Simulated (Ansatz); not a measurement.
# FeSi: the crystal squeezed far

Aim: compress FeSi (zincblende type) step by step, far beyond the usual range, and follow pressure and electronic structure. The runs shown use PAW. Its runs: cell relaxed at zero pressure (PAW); volume scaled by 1 (PAW); volume scaled by 0.9 (PAW); volume scaled by 0.8 (PAW); volume scaled by 0.7 (PAW); volume scaled by 0.6 (PAW); volume scaled by 0.5 (PAW and PAW (partial_waves polarizable)); volume scaled by 0.4 (PAW and PAW (cutoff 250 eV)).

Computed with Ansatz 0.2.0 (DFT, r2SCAN, PAW with Ansatz's default frozen-core files, scalar-relativistic, unless a step's input says otherwise).

### 1 The structure to begin with

Symmetry: F-43m, No. 216, cubic system. Conventional cell: a = 5.395 Å, b = 5.395 Å, c = 5.395 Å, α = 90.00°, β = 90.00°, γ = 90.00°. Around Fe (site symmetry -43m) lie 4 Si at 2.34 Å. Si (site symmetry -43m) is surrounded by 4 Fe at 2.34 Å.

Structure file:

```cif
data_structure
_symmetry_space_group_name_H-M 'P 1'
_symmetry_Int_Tables_number 1
_cell_length_a 3.8146
_cell_length_b 3.8146
_cell_length_c 3.8146
_cell_angle_alpha 60.000
_cell_angle_beta 60.000
_cell_angle_gamma 60.000
_cell_volume 39.25
loop_
_atom_site_label
_atom_site_type_symbol
_atom_site_fract_x
_atom_site_fract_y
_atom_site_fract_z
_atom_site_occupancy
Fe1 Fe 0.00000 0.00000 0.00000 1
Si1 Si 0.25000 0.25000 0.25000 1
```

Whether this phase is the stable one at these pressures isn't tested.

Atoms are numbered in the order of the input: Fe1, Si2.

### 2 Cell relaxed at zero pressure, PAW

File input.yaml:

```yaml
crystal:
  lattice:
    - [0.0, 2.6973620324, 2.6973620324]
    - [2.6973620324, 0.0, 2.6973620324]
    - [2.6973620324, 2.6973620324, 0.0]
  atoms:
    - { symbol: Fe, position: [0.0, 0.0, 0.0], spin: 2.5 }
    - { symbol: Si, position: [0.25, 0.25, 0.25] }
magnetization:
  spin_polarized: true
kpoints:
  mp_grid: { grid: [12, 12, 12] }
scf:
  occupations: { method: fermi_dirac, width: 0.05 }
hamiltonian:
  xc: r2scan
  pseudopotentials: { kind: paw }
output:
  forces: true
  stress: true
relax:
  f_tol: 0.005
  max_steps: 40
  cell: {}
```

Launch:

```sh
$ ansatz run input.yaml --threads 1 --pin off --max-ram 3072MiB --backend cpu --events-out ev --progress --plain --runs-dir out
```

Further steps of the session: Volume scaled by 1, PAW; Volume scaled by 0.9, PAW; Volume scaled by 0.8, PAW; Volume scaled by 0.7, PAW; Volume scaled by 0.6, PAW; Volume scaled by 0.5, PAW; Volume scaled by 0.5, PAW (partial_waves polarizable); Volume scaled by 0.4, PAW; Volume scaled by 0.4, PAW (cutoff 250 eV).

Before running it: what results should come out? Wanted: PAW pressure at 0.4 of the volume; fitted bulk modulus at zero pressure.

As calculated:

```
                                         quantity      value
                PAW pressure at 0.4 of the volume  369.1 GPa
PAW (cutoff 250 eV) pressure at 0.4 of the volume  366.9 GPa
       fitted bulk modulus at zero pressure (PAW)     51 GPa
                          its pressure derivative       4.43
```

At 0.4 of the starting volume PAW gives 369 GPa. A third-order Birch-Murnaghan curve fits the range only roughly (B₀ = 51 GPa, B′ = 4.43, misfit at most 7.13 GPa). A fit over so wide a range leans to the high pressures, so B₀ can be off by several per cent. The gap goes from none to 0.63 eV: compression opens a gap. The largest moment goes from 2.44 to 0.00 μB: compression widens the bands and quenches it. No all-electron run checks these rows here, and frozen cores can fail under such compression. The ions are at rest, and the electrons smeared by 0.05 eV. The magnetic state is the one reached from the start moments in this cell; it needn't be the ground state. With one magnetic atom in the cell only ferromagnetic order fits; the real order can differ.
